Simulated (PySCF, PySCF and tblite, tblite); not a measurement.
# C₉H₁₃N: conformers and averaged spectra, part 1 of 2

Aim: find the conformers of C₉H₁₃N (`CCN(C)c1ccccc1`), weigh them, and average their properties.

Programs: PySCF 2.14.0 with density-fitted response routines of our own, and tblite 0.8.0. All values are computed, except where a source is named. Atoms count from 0 throughout.

### Step 1. The molecule as given

23 atoms, charge 0, multiplicity 1; geometry from: MMFF94s geometry.

Bonds of the start (Å): C0–C1 1.54, C0–H10 1.09, C0–H11 1.10, C0–H12 1.09, C1–H13 1.10, C1–H14 1.09, C1–N2 1.45, C3–H15 1.11, C3–H16 1.08, C3–H17 1.09, C4–C5 1.40, C4–C9 1.41, C5–C6 1.40, C5–H18 1.09, C6–C7 1.38, C6–H19 1.09, C7–C8 1.38, C7–H20 1.09, C8–C9 1.39, C8–H21 1.09, C9–H22 1.09, N2–C3 1.47, N2–C4 1.40.

### Step 2. GFN2-xTB relaxation, conformer 1

The job: settings as JSON, then the geometry in Å.

```
{"job": {"xc": "GFN2-xTB", "basis": "xTB", "kind": "relax"}, "charge": 0, "multiplicity": 1}
C      2.573700    -0.809700     0.709000
C      1.799400    -0.791400    -0.617500
N      0.812400     0.269600    -0.623700
C      1.244000     1.584100    -1.122600
C     -0.495800     0.095600    -0.150700
C     -0.919700    -1.085200     0.474500
C     -2.223200    -1.257900     0.944000
C     -3.156700    -0.246100     0.798900
C     -2.783500     0.928200     0.173200
C     -1.480800     1.095500    -0.289400
H      3.320900    -1.597200     0.700200
H      1.895600    -0.988200     1.561500
H      3.066000     0.151000     0.889100
H      2.526500    -0.643400    -1.426300
H      1.355900    -1.767600    -0.809000
H      1.084600     2.354400    -0.345100
H      0.716600     1.851500    -2.030600
H      2.314100     1.573800    -1.348000
H     -0.226400    -1.904500     0.643100
H     -2.494900    -2.190400     1.441300
H     -4.181000    -0.377300     1.161800
H     -3.512700     1.734400     0.043500
H     -1.239600     2.047700    -0.767000
```

Run with:

```
$ OMP_NUM_THREADS=1 python ens_run.py task.json out
```

The driver reads the study from task.json and runs its stages one after another.

The program printed:

```text
step      E/eV     max force
  0    -783.93611    0.961
  1    -783.97546    0.410
  2    -783.99257    0.308
  3    -784.01506    0.281
  4    -784.02435    0.184
  5    -784.03082    0.153
  6    -784.03572    0.141
  7    -784.03949    0.113
  8    -784.04135    0.100
  9    -784.04238    0.088
 10    -784.04319    0.079
 11    -784.04387    0.060
 12    -784.04429    0.050
 13    -784.04456    0.046
 14    -784.04483    0.053
 15    -784.04513    0.043
 16    -784.04538    0.036
 17    -784.04538    0.036
 18    -784.04548    0.030
 19    -784.04563    0.024
 20    -784.04570    0.021
 21    -784.04580    0.019
 22    -784.04587    0.017
 23    -784.04594    0.021
 24    -784.04602    0.021
 25    -784.04611    0.022
 26    -784.04618    0.019
 27    -784.04626    0.030
 28    -784.04637    0.038
 29    -784.04650    0.032
 30    -784.04662    0.026
 31    -784.04672    0.027
 32    -784.04681    0.026
 33    -784.04692    0.029
 34    -784.04704    0.026
 35    -784.04716    0.027
 36    -784.04725    0.019
 37    -784.04733    0.022
 38    -784.04741    0.018
 39    -784.04748    0.022
 40    -784.04756    0.022
 41    -784.04765    0.029
 42    -784.04775    0.029
 43    -784.04785    0.027
 44    -784.04793    0.023
 45    -784.04798    0.016
 46    -784.04802    0.013
 47    -784.04805    0.011
 48    -784.04807    0.010
 49    -784.04810    0.012
 50    -784.04813    0.016
 51    -784.04816    0.016
 52    -784.04819    0.013
 53    -784.04823    0.014
 54    -784.04827    0.017
 55    -784.04831    0.019
 56    -784.04835    0.015
 57    -784.04837    0.011
 58    -784.04839    0.010
 59    -784.04841    0.009
 60    -784.04842    0.008
 61    -784.04843    0.008
 62    -784.04844    0.009
 63    -784.04845    0.007
 64    -784.04845    0.007
 65    -784.04846    0.007
 66    -784.04847    0.009
 67    -784.04848    0.010
 68    -784.04849    0.009
 69    -784.04850    0.008
 70    -784.04851    0.010
 71    -784.04852    0.008
 72    -784.04853    0.007
 73    -784.04854    0.007
 74    -784.04855    0.009
 75    -784.04856    0.011
 76    -784.04858    0.011
 77    -784.04860    0.009
 78    -784.04862    0.009
 79    -784.04864    0.008
 80    -784.04865    0.012
 81    -784.04868    0.014
 82    -784.04872    0.018
 83    -784.04876    0.016
 84    -784.04881    0.016
 85    -784.04887    0.018
 86    -784.04895    0.020
 87    -784.04904    0.019
 88    -784.04911    0.016
 89    -784.04916    0.014
 90    -784.04921    0.015
 91    -784.04925    0.014
 92    -784.04928    0.012
 93    -784.04931    0.010
 94    -784.04934    0.012
 95    -784.04938    0.017
 96    -784.04944    0.016
 97    -784.04950    0.012
 98    -784.04953    0.012
 99    -784.04956    0.011
100    -784.04959    0.010
101    -784.04961    0.010
102    -784.04963    0.009
103    -784.04965    0.009
104    -784.04966    0.009
105    -784.04968    0.009
106    -784.04970    0.010
107    -784.04973    0.013
108    -784.04976    0.012
109    -784.04980    0.014
110    -784.04983    0.011
111    -784.04985    0.013
112    -784.04988    0.013
113    -784.04991    0.012
114    -784.04994    0.014
115    -784.04997    0.011
116    -784.05001    0.014
117    -784.05007    0.018
118    -784.05014    0.018
119    -784.05021    0.020
120    -784.05028    0.017
121    -784.05033    0.015
122    -784.05038    0.013
123    -784.05042    0.011
124    -784.05045    0.013
125    -784.05047    0.010
126    -784.05048    0.008
127    -784.05050    0.007
128    -784.05051    0.006
129    -784.05051    0.005
130    -784.05052    0.005
131    -784.05052    0.006
132    -784.05053    0.005
133    -784.05053    0.003
```

Run time: 1.1 s. Hardware: 1 thread of Arm Neoverse V1, shared host.

The energy fell by 0.114 eV, and the atoms moved 0.16 Å (root mean square).

### Step 3. Shieldings, conformer 1: B97-2/pcSseg-1 in chloroform

The job: settings as JSON, then the geometry in Å.

```
{"job": {"xc": "B97-2", "basis": "pcSseg-1", "solvent": "chloroform", "kind": "nmr", "pop": true}, "charge": 0, "multiplicity": 1}
C      2.440558    -0.707493     0.795317
C      1.799704    -0.789374    -0.592629
N      0.765935     0.197882    -0.802995
C      1.216059     1.518013    -1.179464
C     -0.482674     0.053262    -0.232501
C     -0.900462    -1.148742     0.355699
C     -2.171866    -1.287990     0.875110
C     -3.075869    -0.241018     0.838785
C     -2.679418     0.953878     0.265350
C     -1.411055     1.103857    -0.259304
H      3.197631    -1.479489     0.906289
H      1.685994    -0.841419     1.566646
H      2.909878     0.263167     0.938469
H      2.566387    -0.638071    -1.358179
H      1.381623    -1.785236    -0.754102
H      1.178926     2.225748    -0.343096
H      0.604703     1.910087    -1.995742
H      2.243804     1.457966    -1.531048
H     -0.235378    -1.994807     0.416975
H     -2.455635    -2.231191     1.320529
H     -4.067156    -0.353886     1.250464
H     -3.365693     1.788179     0.225926
H     -1.150748     2.053664    -0.696420
```

The program printed:

```text
coarse grid: 18896 points
cycle   1  E = -405.2336076312  dE =  1.493e+00  |g| = 4.567e-01  |ddm| = 4.505e+00
cycle   2  E = -405.2269483265  dE =  6.659e-03  |g| = 5.024e-01  |ddm| = 9.704e-01
cycle   3  E = -405.2910806292  dE = -6.413e-02  |g| = 8.489e-02  |ddm| = 4.779e-01
cycle   4  E = -405.2925154762  dE = -1.435e-03  |g| = 3.968e-02  |ddm| = 1.225e-01
cycle   5  E = -405.2929132169  dE = -3.977e-04  |g| = 5.238e-03  |ddm| = 4.523e-02
cycle   6  E = -405.2929188403  dE = -5.623e-06  |g| = 1.904e-03  |ddm| = 5.962e-03
final grid: 181704 points
cycle   7  E = -405.3363837327  dE = -9.553e-05  |g| = 3.783e-03  |ddm| = 6.133e-02
cycle   8  E = -405.3363815129  dE =  2.220e-06  |g| = 4.956e-03  |ddm| = 7.140e-03
cycle   9  E = -405.3363870401  dE = -5.527e-06  |g| = 5.632e-04  |ddm| = 3.967e-03
cycle  10  E = -405.3363870818  dE = -4.171e-08  |g| = 3.546e-04  |ddm| = 7.591e-04
cycle  11  E = -405.3363871111  dE = -2.931e-08  |g| = 4.865e-05  |ddm| = 3.505e-04
cycle  12  E = -405.3363871116  dE = -5.181e-10  |g| = 2.012e-05  |ddm| = 6.122e-05
converged SCF energy = -405.3363871116

GIAO shielding tensors (ppm)
atom      isotropic    diamagn.    paramagn.     s11        s22        s33       span
  0 C      175.525     249.355     -73.830    158.997    180.889    186.688     27.691
  1 C      136.989     246.725    -109.736    113.488    128.707    168.773     55.286
  2 N      183.638     333.659    -150.020    140.769    180.096    230.050     89.281
  3 C      146.073     247.434    -101.361    121.477    135.811    180.931     59.454
  4 C       37.485     253.891    -216.405    -37.546      2.780    147.222    184.768
  5 C       73.996     256.239    -182.243    -13.119     58.230    176.879    189.997
  6 C       54.601     252.691    -198.090    -55.903     44.793    174.912    230.815
  7 C       69.632     254.992    -185.361    -31.893     62.490    178.298    210.192
  8 C       53.970     252.670    -198.700    -56.898     43.965    174.843    231.741
  9 C       73.602     255.717    -182.115    -16.986     62.365    175.426    192.412
 10 H       31.104      28.712       2.392     26.973     27.478     38.860     11.888
 11 H       30.408      32.556      -2.148     24.660     32.027     34.537      9.877
 12 H       30.728      31.001      -0.273     25.906     30.057     36.222     10.316
 13 H       28.575      31.280      -2.706     23.319     28.458     33.947     10.629
 14 H       27.775      32.470      -4.695     24.115     26.637     32.574      8.459
 15 H       28.892      31.885      -2.993     25.325     26.308     35.045      9.720
 16 H       28.376      30.753      -2.377     23.919     25.926     35.284     11.365
 17 H       28.831      30.839      -2.008     23.855     28.241     34.397     10.542
 18 H       24.908      35.309     -10.401     19.763     23.975     30.987     11.223
 19 H       24.295      30.578      -6.283     20.766     24.752     27.366      6.600
 20 H       24.933      29.663      -4.730     21.628     26.342     26.830      5.202
 21 H       24.257      30.054      -5.798     20.801     24.756     27.213      6.412
 22 H       25.115      34.564      -9.448     20.054     24.390     30.901     10.847
```

It took 72 s on 1 thread of Arm Neoverse V1, shared host; peak memory 1.2 GiB.

In short: HOMO -5.28 eV, LUMO -0.02 eV; dipole 2.65 D.

Orbitals, density, ELF and potential are computed afterwards from the orbital file.

Frontier orbitals at B97-2/pcSseg-1, with the share of their density that lies nearest to each atom:

| orbital | energy (eV) | lies on |
| --- | --- | --- |
| HOMO | -5.28 | N2 35 %; C7 15 %; C5, C9 about 10 % each |
| LUMO | -0.02 | 4 C atoms about 18 % each |

ELF in a plane through or near 9 of the atoms.

Ten even steps from ' ' (0.00) to '@' (1.00):
```
                                                        
                                                        
                                                        
                                    **%%--              
            ..--::        ::++..  --@@@@@@--            
            ##@@##::      ##@@##  ==@@@@%%..            
            ##@@**::      %%@@%%==++%%@@==              
            ::----++++::  --##::**%%@@++--::%%%%..      
                ==%%**==    ##==++****%%==%%@@@@**      
                ==++++##++++--**--  ::==..##@@@@==      
              ..----++##**%%--::==..==%%##====--        
                    --##****++@@==****::++::            
              **@@@@++--**....++--==##++%%##::          
            --@@@@@@--++**::::@@@@**..==@@@@++          
            ..@@@@@@==**%%==::@@@@##  ..%%%%--          
              ..==::..**%%==  ##@@++                    
                      ::--..    ..                      
                                                        
                                                        
                                                        
```
The map spans 13.6 Å across and 10.3 Å up, centred on the molecule. Atoms in the plane (x, y in Å): C3 (-1.4, -1.8), C4 (0.4, -0.2), C5 (0.9, 1.1), C6 (2.3, 1.4), C7 (3.2, 0.4), C9 (1.4, -1.2), H17 (-2.4, -1.9), H19 (2.6, 2.4), H22 (1.1, -2.2).

log10 of the density (e/Å³) in the same plane.

Ten even steps from '0' (-4.0) to '9' (1.6):
```
0000000000000000000000000000
0000000000000000000000000000
0000000000000000011110000000
0000001111111122233332000000
0000012333222344345543100000
0000124454434555557754210000
0000124555544566667754321000
0000124566654577779765543100
0000123467765577777777653200
0000023466776677656777653200
0000013456677798666776542100
0000012345677777777765431000
0000013466776566877765421000
0000013467796556765565420000
0000002456676556654444320000
0000001344555544543332110000
0000000122344323321111000000
0000000001122111100000000000
0000000000000000000000000000
0000000000000000000000000000
```
The map spans 13.6 Å across and 10.3 Å up, centred on the molecule. Atoms in the plane (x, y in Å): C3 (-1.4, -1.8), C4 (0.4, -0.2), C5 (0.9, 1.1), C6 (2.3, 1.4), C7 (3.2, 0.4), C9 (1.4, -1.2), H17 (-2.4, -1.9), H19 (2.6, 2.4), H22 (1.1, -2.2).

On the surface of density 0.002 e/bohr³ the electrostatic potential runs, from the 1st to the 99th percentile, from -1.20 V near C7 to 1.06 V near H17.

### Step 4. Single-point energy, conformer 1: PBE0/def2-SVP in chloroform

The job, as its differences from that of step 3:

```diff
@@ -1,2 +1,2 @@
-{"job": {"xc": "B97-2", "basis": "pcSseg-1", "solvent": "chloroform", "kind": "nmr", "pop": true}, "charge": 0, "multiplicity": 1}
+{"job": {"xc": "PBE0", "basis": "def2-SVP", "solvent": "chloroform", "kind": "sp"}, "charge": 0, "multiplicity": 1}
 C      2.440558    -0.707493     0.795317
```

The program printed:

```text
coarse grid: 18896 points
cycle   1  E = -404.6510120108  dE =  1.483e+00  |g| = 4.196e-01  |ddm| = 5.625e+00
cycle   2  E = -404.6496278574  dE =  1.384e-03  |g| = 4.460e-01  |ddm| = 1.043e+00
cycle   3  E = -404.7006961327  dE = -5.107e-02  |g| = 8.145e-02  |ddm| = 5.108e-01
cycle   4  E = -404.7020333168  dE = -1.337e-03  |g| = 3.884e-02  |ddm| = 1.367e-01
cycle   5  E = -404.7024180631  dE = -3.847e-04  |g| = 4.800e-03  |ddm| = 4.816e-02
cycle   6  E = -404.7024230516  dE = -4.989e-06  |g| = 1.815e-03  |ddm| = 6.954e-03
final grid: 181704 points
cycle   7  E = -404.7596476243  dE = -5.453e-05  |g| = 8.751e-03  |ddm| = 5.791e-02
cycle   8  E = -404.7596466562  dE =  9.682e-07  |g| = 9.084e-03  |ddm| = 2.015e-02
cycle   9  E = -404.7596685325  dE = -2.188e-05  |g| = 9.137e-04  |ddm| = 1.027e-02
cycle  10  E = -404.7596687420  dE = -2.094e-07  |g| = 3.301e-04  |ddm| = 1.379e-03
cycle  11  E = -404.7596687698  dE = -2.785e-08  |g| = 7.187e-05  |ddm| = 4.186e-04
cycle  12  E = -404.7596687709  dE = -1.136e-09  |g| = 2.625e-05  |ddm| = 1.095e-04
cycle  13  E = -404.7596687711  dE = -1.611e-10  |g| = 5.003e-06  |ddm| = 3.338e-05
converged SCF energy = -404.7596687711
```

Run time: 20 s. Hardware: 1 thread of Arm Neoverse V1, shared host; peak memory 0.9 GiB.

This run: HOMO -5.44 eV, LUMO 0.13 eV; dipole 2.55 D.

### Step 5. The ensemble: properties at B97-2/pcSseg-1 in chloroform

The job: settings as JSON, then the geometry in Å.

```
{"job": {"study": "conf", "smiles": "CCN(C)c1ccccc1", "search": {"seed": 5734, "n_embed": 90, "ff_keep": 18, "window": 3.0, "nmax": 5, "temps": [180, 230, 298.15, 330, 400], "t_ref": 298.15, "order": 0.002}, "level": {"nmr": {"xc": "B97-2", "basis": "pcSseg-1", "solvent": "chloroform"}, "sp": {"xc": "PBE0", "basis": "def2-SVP", "solvent": "chloroform"}}, "kind": "conf"}, "charge": 0, "multiplicity": 1}
C      2.440558    -0.707493     0.795317
C      1.799704    -0.789374    -0.592629
N      0.765935     0.197882    -0.802995
C      1.216059     1.518013    -1.179464
C     -0.482674     0.053262    -0.232501
C     -0.900462    -1.148742     0.355699
C     -2.171866    -1.287990     0.875110
C     -3.075869    -0.241018     0.838785
C     -2.679418     0.953878     0.265350
C     -1.411055     1.103857    -0.259304
H      3.197631    -1.479489     0.906289
H      1.685994    -0.841419     1.566646
H      2.909878     0.263167     0.938469
H      2.566387    -0.638071    -1.358179
H      1.381623    -1.785236    -0.754102
H      1.178926     2.225748    -0.343096
H      0.604703     1.910087    -1.995742
H      2.243804     1.457966    -1.531048
H     -0.235378    -1.994807     0.416975
H     -2.455635    -2.231191     1.320529
H     -4.067156    -0.353886     1.250464
H     -3.365693     1.788179     0.225926
H     -1.150748     2.053664    -0.696420
```

The program printed:

```text
conformer  sym    E(xTB)   E(DFT)   G(298.15 K)  weight  dipole/D
    1     C1      0.000    0.000    0.000   1.0000    2.554

mean shielding (ppm) by class
class atoms           180 K      230 K   298.15 K      330 K      400 K
  0 C  0            175.525    175.525    175.525    175.525    175.525
  1 C  1            136.989    136.989    136.989    136.989    136.989
  2 N  2            183.638    183.638    183.638    183.638    183.638
  3 C  3            146.073    146.073    146.073    146.073    146.073
  4 C  4             37.485     37.485     37.485     37.485     37.485
  5 C  5,9           73.799     73.799     73.799     73.799     73.799
  6 C  6,8           54.285     54.285     54.285     54.285     54.285
  7 C  7             69.632     69.632     69.632     69.632     69.632
  8 H  10,11,12      30.747     30.747     30.747     30.747     30.747
  9 H  13,14         28.175     28.175     28.175     28.175     28.175
 10 H  15,16,17        28.7       28.7       28.7       28.7       28.7
 11 H  18,22         25.012     25.012     25.012     25.012     25.012
 12 H  19,21         24.276     24.276     24.276     24.276     24.276
 13 H  20            24.933     24.933     24.933     24.933     24.933
```

Wall time 95 s (1 thread of Arm Neoverse V1, shared host). This counts the runs that the step sums up.

The search (ETKDG and KDG, MMFF94s, GFN2-xTB) embedded 90 structures, kept 1 distinct ones after the force field and 1 after xTB; 1 was carried on (window 3.0 kcal/mol at the search's own energies). Energies: PBE0/def2-SVP in chloroform with D3(BJ).

The conformers at 298 K:

| no. | group | mirror pair | ΔE xTB | ΔE DFT | ΔG | weight (%) | μ (D) | C0–C1–N2–C3 (°) | C1–N2–C4–C5 (°) | A, B, C (GHz) |
| --- | --- | --- | --- | --- | --- | --- | --- | --- | --- | --- |
| 1 | C1 | yes | 0.00 | 0.00 | 0.00 | 100.0 | 2.55 | 82 | -12 | 2.57, 0.96, 0.75 |

Energies in kcal/mol. ΔG holds xTB vibrations and rotation, symmetry numbers and mirror pairs.

Shifts against references run at the same level (¹³C TMS 186.8, ¹H TMS 31.80 ppm of shielding), by class of atoms, at 298 K:

| atoms | environment | average |
| --- | --- | --- |
| C4 | aromatic carbon bearing nitrogen | 149.4 |
| C6, C8 | aromatic CH | 132.6 |
| C7 | aromatic CH | 117.2 |
| C5, C9 | aromatic CH | 113.0 |
| C1 | sp3 CH2 bonded to N | 49.8 |
| C3 | methyl carbon bonded to N | 40.8 |
| C0 | methyl carbon | 11.3 |
| H19, H21 | hydrogen on an aromatic CH | 7.53 |
| H20 | hydrogen on an aromatic CH | 6.87 |
| H18, H22 | hydrogen on an aromatic CH | 6.79 |
| H13, H14 | hydrogen on an sp3 CH2 bonded to N | 3.63 |
| H15, H16, H17 | hydrogen on a methyl carbon bonded to N | 3.10 |
| H10, H11, H12 | hydrogen on a methyl carbon | 1.06 |
| N2 | aniline-type nitrogen | 183.6 (σ) |

Effective distances for nuclear Overhauser effects, ⟨r⁻⁶⟩^(−1/6) over all pairs of two classes (Å): H19···H20 2.48; H13···H18 2.51; H10···H13 2.61; H15···H18 2.70; H18···H19 2.70; H13···H15 2.77; H10···H18 3.27; H10···H15 3.48.

(Continued in part 2 of 2.)
